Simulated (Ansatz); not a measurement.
# FH₅SeSi₂, SMILES F[SiH]([SiH3])[SeH]: a ladder of methods at one geometry

Computed with Ansatz's Python interface.

Notebook, run cell by cell (the value of a cell's last expression is shown):

```python
from dataclasses import dataclass

import ansatz as az
from ase import Atoms
```

```python
@dataclass
class RunConfig:
    basis: str = "def2-SVP"
```

```python
cfg = RunConfig()
```

```python
atoms = Atoms(["F", "Si", "Si", "Se", "H", "H", "H", "H", "H"], positions=[
    [-1.7077, 1.031, 0.9172],
    [-0.9161, 0.3303, -0.3523],
    [1.2403, 0.3575, 0.0919],
    [-1.5399, -1.8147, -0.5706],
    [-1.1571, 1.0518, -1.6238],
    [1.5147, -0.3599, 1.3566],
    [2.0336, -0.2901, -0.9872],
    [1.767, 1.7635, 0.2438],
    [-1.1463, -2.1156, 0.9073],
])
fh5sesi2 = az.Crystal.molecule_from_ase(atoms)
```

```python
setup = fh5sesi2.calculation().basis(gaussian=cfg.basis)

methods = ["mp2", "ccsd", "ccsd_t"]
batch = az.Session.batch([setup.correlation(m).input() for m in methods])
reports = sorted(batch.plan().execute().molecular_reports, key=lambda each: each["member"])
print(f"Hartree-Fock reference {reports[0]['reference_energy_ev'] / 27.211386246:.6f} Ha")
best = reports[-1]["free_energy_ev"] - reports[-1]["reference_energy_ev"]
for method, each in zip(methods, reports):
    gained = each["free_energy_ev"] - each["reference_energy_ev"]
    print(f"{method:8s} total {each['free_energy_ev'] / 27.211386246:.6f} Ha  correlation {gained:9.4f} eV  ({100 * gained / best:.1f} % of the last)")
```

    Hartree-Fock reference -3079.561398 Ha
    mp2      total -3080.184111 Ha  correlation  -16.9449 eV  (91.3 % of the last)
    ccsd     total -3080.227708 Ha  correlation  -18.1312 eV  (97.7 % of the last)
    ccsd_t   total -3080.243359 Ha  correlation  -18.5571 eV  (100.0 % of the last)

Total energies depend on the basis set; only differences at equal settings carry meaning. The geometry is a force-field or estimated start, not a minimum of this method, and the basis set is short of its limit. A lower total doesn't mark the better method: functionals have no common bound, and MP2 and coupled cluster aren't variational. Inner cores stay frozen; a filled d shell under the valence of the heavier atoms is correlated with it.
